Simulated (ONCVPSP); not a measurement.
**Pseudopotential generation for Ti: ONCV, PBE**

Task: generate the file, and judge it by its errors in other configurations, its logarithmic derivatives, its ghosts and its cutoff.

The numbers are computed with ONCVPSP 4.0.1.1 (patched build) (PBE, scalar-relativistic, spin-unpolarised reference atom).

**1. The atom and the settings**

The settings as typed:

- element: titanium (Ti, Z = 22)
- type: optimised norm-conserving Vanderbilt (ONCV)
- frozen core: [Ne]
- valence charge: 12
- reference configuration: 3s2 3p6 3d2 4s2
- partial waves: 3s+4s: rc 1.70 bohr, ncon 4, nbas 8, qcut 5.6 1/bohr, 2 projectors; 3p: rc 1.00 bohr, ncon 4, nbas 7, qcut 7.1 1/bohr, 2 projectors, debl 0.8 Ha; 3d: rc 1.60 bohr, ncon 4, nbas 9, qcut 8.4 1/bohr, 2 projectors, debl 2.5 Ha; f scattering state at 0.29 Ha: rc 1.35 bohr, ncon 4, nbas 8, qcut 8.1 1/bohr, 3 projectors, debl 2.5 Ha
- local potential: polynomial inside 0.80 bohr (lpopt 5, dvloc0 2 Ha)
- core correction: Teter function, fcfact 4.25, rcfact 1.15

The nodes and maxima of the atom's own shells, from an earlier all-electron run, set the scale for the radii.

All-electron outer shells of the reference configuration (PBE, scalar-relativistic, ld1.x):

| shell | level (eV) | outermost node (bohr) | outermost maximum (bohr) |
| --- | --- | --- | --- |
| 2p | -444.26 | – | 0.22 |
| 3s | -62.63 | 0.40 | 0.87 |
| 3p | -38.86 | 0.37 | 0.90 |
| 4s | -4.47 | 1.24 | 2.92 |
| 3d | -4.26 | – | 0.98 |
| 4p | -1.47 | 1.39 | 3.80 |

**2. Generating the potential**

Input file Ti.dat:

```
# ATOM AND REFERENCE CONFIGURATION
# atsym  z   nc   nv     iexc    psfile
  Ti 22.00    3    4        4      upf
#
#   n    l    f
    1    0    2.00
    2    0    2.00
    2    1    6.00
    3    0    2.00
    3    1    6.00
    3    2    2.00
    4    0    2.00
#
# PSEUDOPOTENTIAL AND OPTIMIZATION
# lmax
    3
#
#   l,   rc,      ep,       ncon, nbas, qcut
    0    1.70    0.00    4    8    5.60
    1    1.00    0.00    4    7    7.10
    2    1.60    0.00    4    9    8.40
    3    1.35    0.29    4    8    8.10
#
# LOCAL POTENTIAL
# lloc, lpopt,  rc(5),   dvloc0
    4    5    0.80    2.00
#
# VANDERBILT-KLEINMAN-BYLANDER PROJECTORs
# l, nproj, debl
    0    2    2.70
    1    2    0.80
    2    2    2.50
    3    3    2.50
#
# MODEL CORE CHARGE
# icmod, fcfact, rcfact
    3    4.25    1.15
#
# LOG DERIVATIVE ANALYSIS
# epsh1, epsh2, depsh
   -4.00    5.00    0.02
#
# OUTPUT GRID
# rlmax, drl
    6.00    0.01
#
# TEST CONFIGURATIONS
# ncnf
    4
# nvcnf
#   n    l    f
    4
    3    0    2.00
    3    1    6.00
    3    2    2.00
    4    0    1.00
#
    4
    3    0    2.00
    3    1    6.00
    3    2    2.00
    4    0    0.00
#
    4
    3    0    2.00
    3    1    6.00
    3    2    1.00
    4    0    0.00
#
    5
    3    0    2.00
    3    1    6.00
    3    2    2.00
    4    0    0.00
    4    1    1.00
#
```

Started as:

```sh
$ oncvpsp.x < Ti.dat > Ti.out
```

Q: Predict the outcome of this session. Wanted: cutoffs for 1 and 0.1 mHa per electron, occupied waves; bound ghosts; GHOST(+) flags; largest test error; largest phase difference near zero energy, channels read; rms error of d²Exc/dn², without and with the model core; projector energies reset by the program.

As calculated:

| quantity | value |
| --- | --- |
| cutoffs for 1 and 0.1 mHa per electron, occupied waves | 51 Ha and 130 Ha |
| bound ghosts | none found |
| GHOST(+) flags | s at 149 eV, f at 3891 eV |
| largest test error (AE − PS) | +33 meV, for 3s2 3p6 3d1 4s0 |
| largest phase difference near zero energy, channels read | 0.000 rad |
| rms error of d²Exc/dn², without and with the model core | 2.24 and 1.00 mHa |
| projector energies reset by the program | p: -1.428, 0.250 Ha |

What this shows: The worst unpolarised test, 3s2 3p6 3d1 4s0, is off by 33 meV on 47.9 eV; by total energies transferability rates as fair. That test lies far up in energy; among those under 40 eV, nearer to bonding, the largest error is 2.6 meV. By its cutoff, 51 Ha for the looser tolerance, it is hard. The tighter tolerance needs 130 Ha, and converged work needs a cutoff nearer that. At the looser tolerance the 3p wave is the slowest; 3d needs 30 Ha. The program's ghost test flags no bound state. Near zero energy the phases of the channels with partial waves agree within 0.001 rad. The program also flags highly localised states, GHOST(+) (s, f). These are tests on the free atom; a crystal test is still owed.
